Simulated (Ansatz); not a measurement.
**ZrCl (octet): wave-function methods side by side, def2-QZVPP**

One table from this session's results is given with a row withheld; the runs are named, their logs left out.

Program: Ansatz 0.2.0, Gaussian basis. Level of theory: def2-QZVPP, core rule «outside noble gas», up to 9 orbitals frozen. These are calculated values, not measurements.

The runs, in order: UHF; ROHF; CCSD(T) on UHF.

## The system

The geometry is a PBE0/def2-TZVP stationary point (not a proven minimum) of the parent state, kept for this charge and spin. No spin-orbit coupling is included. Elements past krypton take def2 core potentials.

2 atoms, charge 0, spin multiplicity 8.

Atoms are counted from 1 here; the program's logs count them from 0.

Bond lengths: Zr1–Cl2 3.133 Å.

Set-up of the first run:

Contents of in.yaml:

```yaml
crystal:
  periodic: [false, false, false]
  atoms:
    - {symbol: Zr, position_ang: [0.000000, 0.000000, 0.000000]}
    - {symbol: Cl, position_ang: [0.000000, 0.000000, 3.133000]}
basis:
  gaussian: {orbitals: "def2-QZVPP.json"}
magnetization: {spin_polarized: true, initial_magnetization: 7}
hamiltonian: {xc: hf}
output: {orbitals: {seedname: orbitals}}
```

On the command line:

```console
> ansatz run in.yaml --threads 1 --pin off --events-out ev --progress --plain --max-ram 4096MiB --backend cpu
```

Among the steps run: UHF; ROHF; CCSD(T) on UHF.

One table of the session follows, with a row left open; its other results are not shown here.

| method | from UCCSD(T) (meV) |
| --- | --- |
| ROHF | +6534.9 |
| UHF | +6228.4 |
| UMP2 | ? |
| UCCSD | +252.4 |
| UCCSD(T) | 0 |

Q: Estimate the row for UMP2 from the others.

The run gave: from UCCSD(T) (meV): +1290.1. In the column «from UCCSD(T) (meV)» it lies between UCCSD (+252.4) and UHF (+6228.4).

To keep in mind: Warnings: coupled cluster took another determinant than the lowest.
